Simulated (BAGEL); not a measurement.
# HF/6-31G(d) (density fitting with qzvpp-jkfit, spherical functions) run of CH3BFNS (SMILES B/N=C(/F)S)

What is the vertical ionisation energy of CH3BFNS at HF/6-31G* (density fitting with qzvpp-jkfit, spherical functions)? 

Program for the calculation: BAGEL 1.2.2.

**1. Starting point**

CH3BFNS has 8 atoms, charge 0, and is taken as a singlet. As SMILES, `B/N=C(/F)S`. The coordinates come from a PBE0-D4/def2-TZVP relaxation. This is one conformer, not always the lowest.

Bond lengths: B1–N2 1.367 Å, N2–C3 1.224 Å, C3–F4 1.342 Å, C3–S5 1.753 Å, B1–H6 1.197 Å, B1–H7 1.197 Å, S5–H8 1.342 Å. Angles: B1–N2–C3 176.2°, N2–C3–F4 121.9°, N2–C3–S5 125.2°, F4–C3–S5 112.9°, N2–B1–H6 119.0°, N2–B1–H7 119.0°, C3–S5–H8 95.4°, H6–B1–H7 122.1°.

**2. The energy at HF/6-31G(d) (density fitting with qzvpp-jkfit, spherical functions)**

job.json reads:

```json
{ "bagel" : [

{
  "title" : "molecule",
  "basis" : "6-31gs.json",
  "df_basis" : "qzvpp-jkfit",
  "angstrom" : true,
  "geometry" : [
    { "atom" : "B", "xyz" : [   -0.068900,    1.790800,    0.172800 ] },
    { "atom" : "N", "xyz" : [   -0.014600,    0.455500,   -0.115700 ] },
    { "atom" : "C", "xyz" : [    0.037700,   -0.753800,   -0.294100 ] },
    { "atom" : "F", "xyz" : [    0.021200,   -1.289400,   -1.524200 ] },
    { "atom" : "S", "xyz" : [    0.140300,   -1.959800,    0.974400 ] },
    { "atom" : "H", "xyz" : [   -1.137200,    2.307000,    0.328700 ] },
    { "atom" : "H", "xyz" : [    0.953200,    2.407400,    0.256800 ] },
    { "atom" : "H", "xyz" : [    0.160500,   -3.014800,    0.145300 ] }
  ]
},
{
  "title" : "hf"
},
{
  "title" : "print",
  "file" : "orbitals.molden",
  "orbitals" : true
}

]}
```

The basis set 6-31G* is read from a file made from the Basis Set Exchange's data (not shown).

Run with:

```console
$ BAGEL_NUM_THREADS=1 BAGEL job.json > job.out
```

Output:

```text
* using 1 threads per process

  ===============================================================
  ===============================================================

  *** Geometry ***

  { "atom" : "B", "xyz" : [     -0.130202,      3.384122,      0.326545 ] },
  { "atom" : "N", "xyz" : [     -0.027590,      0.860770,     -0.218641 ] },
  { "atom" : "C", "xyz" : [      0.071243,     -1.424476,     -0.555768 ] },
  { "atom" : "F", "xyz" : [      0.040062,     -2.436613,     -2.880321 ] },
  { "atom" : "S", "xyz" : [      0.265129,     -3.703485,      1.841349 ] },
  { "atom" : "H", "xyz" : [     -2.148997,      4.359598,      0.621153 ] },
  { "atom" : "H", "xyz" : [      1.801287,      4.549327,      0.485282 ] },
  { "atom" : "H", "xyz" : [      0.303301,     -5.697146,      0.274577 ] },

  Number of auxiliary basis functions:      486

  Since a DF basis is specified, we compute 2- and 3-index integrals:
    o Being stored without compression. Storage requirement is 0.025 GB

  Number of basis functions:       80
  Number of electrons      :       46

    * METHOD: MOLECULE                             0.23

  *** RHF ***

  === Nuclear Repulsion ===
   199.9519292812

      * DIIS with orbital gradients will be used.

  === RHF iteration (6-31gs.json) ===
      0       -615.44203915          0.02243951           0.06
      1       -615.59149882          0.01609410           0.06
      2       -615.68538258          0.00189392           0.06
      3       -615.68838887          0.00081863           0.06
      4       -615.68880054          0.00023286           0.06
      5       -615.68888758          0.00010352           0.06
      6       -615.68889790          0.00004837           0.06
      7       -615.68890005          0.00000941           0.06
      8       -615.68890014          0.00000339           0.06
      9       -615.68890015          0.00000109           0.06
     10       -615.68890015          0.00000041           0.06
     11       -615.68890015          0.00000015           0.06
     12       -615.68890015          0.00000006           0.06
     13       -615.68890015          0.00000002           0.06
     14       -615.68890015          0.00000001           0.06
    * SCF iteration converged.

    * Permanent dipole moment:
           (   -0.037162,     0.697452,    -0.119564) a.u.

    * METHOD: HF                                   1.00

    * METHOD: PRINT                                0.01

  ===============================================================
```

Run time: 1.4 s. Hardware: 1 thread of Intel Xeon Platinum 8488C (Sapphire Rapids), shared host; peak memory 0.11 GiB.

**3. The doublet cation at the same level**

Edit job.json of step 2 so:

```diff
@@ -18,10 +18,4 @@
 },
-{
-  "title" : "hf"
-},
-{
-  "title" : "print",
-  "file" : "orbitals.molden",
-  "orbitals" : true
-}
+{ "title" : "uhf", "charge" : 1, "nopen" : 1 },
+{ "title" : "print", "file" : "orbitals.molden", "orbitals" : true }
```

The basis set 6-31G* is read from a file made from the Basis Set Exchange's data (not shown).

Run with:

```console
$ BAGEL_NUM_THREADS=1 BAGEL job.json > job.out
```

Output:

```text
* using 1 threads per process

  ===============================================================
  ===============================================================

  *** Geometry ***

  { "atom" : "B", "xyz" : [     -0.130202,      3.384122,      0.326545 ] },
  { "atom" : "N", "xyz" : [     -0.027590,      0.860770,     -0.218641 ] },
  { "atom" : "C", "xyz" : [      0.071243,     -1.424476,     -0.555768 ] },
  { "atom" : "F", "xyz" : [      0.040062,     -2.436613,     -2.880321 ] },
  { "atom" : "S", "xyz" : [      0.265129,     -3.703485,      1.841349 ] },
  { "atom" : "H", "xyz" : [     -2.148997,      4.359598,      0.621153 ] },
  { "atom" : "H", "xyz" : [      1.801287,      4.549327,      0.485282 ] },
  { "atom" : "H", "xyz" : [      0.303301,     -5.697146,      0.274577 ] },

  Number of auxiliary basis functions:      486

  Since a DF basis is specified, we compute 2- and 3-index integrals:
    o Being stored without compression. Storage requirement is 0.025 GB

  Number of basis functions:       80
  Number of electrons      :       46

    * METHOD: MOLECULE                             0.31

  *** Open-shell HF ***

  === Nuclear Repulsion ===
   199.9519292812

      * DIIS with orbital gradients will be used.

  === UHF iteration (6-31gs.json) ===
      0       -615.04700760          0.04712843           0.11
      1       -615.21530780          0.03533292           0.11
      2       -615.28513937          0.02464543           0.11
      3       -615.34685587          0.00215322           0.11
      4       -615.35025276          0.00111457           0.11
      5       -615.35172585          0.00053024           0.11
      6       -615.35283783          0.00029097           0.11
      7       -615.35334773          0.00019342           0.11
      8       -615.35369329          0.00012341           0.11
      9       -615.35390296          0.00007209           0.11
     10       -615.35396174          0.00003558           0.11
     11       -615.35397023          0.00002418           0.11
     12       -615.35397387          0.00001580           0.11
     13       -615.35397489          0.00000764           0.11
     14       -615.35397503          0.00000333           0.11
     15       -615.35397504          0.00000195           0.11
     16       -615.35397505          0.00000122           0.11
     17       -615.35397505          0.00000058           0.11
     18       -615.35397505          0.00000038           0.11
     19       -615.35397506          0.00000028           0.11
     20       -615.35397506          0.00000017           0.11
     21       -615.35397506          0.00000012           0.11
     22       -615.35397506          0.00000007           0.11
     23       -615.35397506          0.00000003           0.11
     24       -615.35397506          0.00000002           0.11
     25       -615.35397506          0.00000001           0.11
    * SCF iteration converged.

    * S^2 (UHF) is 0.9118

    * Permanent dipole moment:
           (   -0.094620,     1.134378,    -1.164927) a.u.

    * METHOD: UHF                                  3.04

    * METHOD: PRINT                                0.01

  ===============================================================
```

Run time: 3.6 s. Hardware: 1 thread of Intel Xeon Platinum 8488C (Sapphire Rapids), shared host; peak memory 0.11 GiB.

**4. Summary of results**

At HF/6-31G* (density fitting with qzvpp-jkfit, spherical functions):

| quantity | value |
| --- | --- |
| singlet CH3BFNS: total energy | -615.68890 Eh |
| singlet CH3BFNS: dipole moment | 1.80 D |
| singlet CH3BFNS: HOMO energy | -10.39 eV |
| singlet CH3BFNS: LUMO energy | 3.63 eV |
| singlet CH3BFNS: HOMO–LUMO gap | 14.02 eV |
| doublet cation: total energy | -615.35398 Eh |
| doublet cation: ⟨S²⟩ | 0.912 |
| vertical ionisation energy (to the doublet cation) | 9.114 eV |

In words: Removing an electron at fixed nuclei costs 9.11 eV (210 kcal/mol). The negative HOMO energy of the first species, 10.39 eV, lies 1.28 eV above that difference. ⟨S²⟩ (doublet cation) is 0.91 where a pure doublet has 0.75: the reference is spin-contaminated.
